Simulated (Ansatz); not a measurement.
**GeCP (doublet): from Hartree-Fock to the top rungs, cc-pVTZ**

One table from this session's results is given with a row withheld; the runs are named, their logs left out.

The runs use Ansatz 0.2.0, Gaussian basis; cc-pVTZ, core rule «outside noble gas», up to 20 orbitals frozen.

The runs, in order: UHF; CCSD(T) on ROHF; CCSD(T) on UHF; BCCD(T) on ROHF; CCSDT(Q) on ROHF; CCSDT(Q) on UHF; CASSCF and NEVPT2, 13 electrons in 12 orbitals.

3 further runs of the same task are left out: 3 set aside as unsound or not needed.

### The system

The geometry is a PBE0/def2-TZVP stationary point (not a proven minimum). No spin-orbit coupling is included. The filled d shell of Ge may be among the frozen orbitals whatever the setting's name suggests; the logs give the count.

3 atoms, charge 0, spin multiplicity 2.

Atoms are counted from 1 here; the program's logs count them from 0.

Bond lengths: Ge1–C2 1.858 Å, C2–P3 1.573 Å. Angles: Ge1–C2–P3 180.0°.

The first run:

The input, in.yaml:

```yaml
crystal:
  periodic: [false, false, false]
  atoms:
    - {symbol: Ge, position_ang: [0.000000, 0.000000, 1.762900]}
    - {symbol: C, position_ang: [0.000000, 0.000000, -0.094700]}
    - {symbol: P, position_ang: [0.000000, 0.000000, -1.668200]}
basis:
  gaussian: {orbitals: cc-pVTZ}
magnetization: {spin_polarized: true, initial_magnetization: 1}
hamiltonian: {xc: hf}
output: {orbitals: {seedname: orbitals}}
```

Command:

```bash
ansatz run in.yaml --threads 1 --pin off --events-out ev --progress --plain --max-ram 2816MiB --backend cpu
```

Among the steps run: UHF; CCSD(T) on ROHF; CCSD(T) on UHF; BCCD(T) on ROHF; CCSDT(Q) on ROHF; CCSDT(Q) on UHF; CASSCF and NEVPT2, 13 electrons in 12 orbitals.

One table of the session follows, with a row left open; its other results are not shown here.

It belongs to the step «Misses and costs». 

```
        method  from RCCSDT(Q) (kJ/mol)
          ROHF                  +1084.9
           UHF                  +1039.3
          RMP2                   +124.9
          UMP2                        ?
         RCCSD                    +77.7
         UCCSD                    +77.2
      RCCSD(T)                     +8.8
      UCCSD(T)                    +13.2
       BCCD(T)                     +8.5
        RCCSDT                     +7.5
        UCCSDT                     +6.8
     RCCSDT(Q)                        0
     UCCSDT(Q)                     -0.7
CASSCF valence                   +691.7
NEVPT2 valence                   +150.6
```

**Question.** Estimate the row for UMP2.

The run gave: from RCCSDT(Q) (kJ/mol): +206.4. In the column «from RCCSDT(Q) (kJ/mol)» it lies between NEVPT2 valence (+150.6) and CASSCF valence (+691.7).

With the free atoms at the same levels and basis (separate runs), the atomisation energy is 9.080 eV at RCCSDT(Q), 9.042 eV at RCCSD(T), 8.981 eV at UCCSD(T), 5.215 eV at ROHF.

To keep in mind: The determinant is far from a pure spin state, so its energy mixes those of several spin states (harmless only where they are near-degenerate, as at dissociation). Restricted and unrestricted rows rest on different reference determinants; where their highest levels disagree by more than a few hundredths of an eV, they describe different states and don't form one ladder.
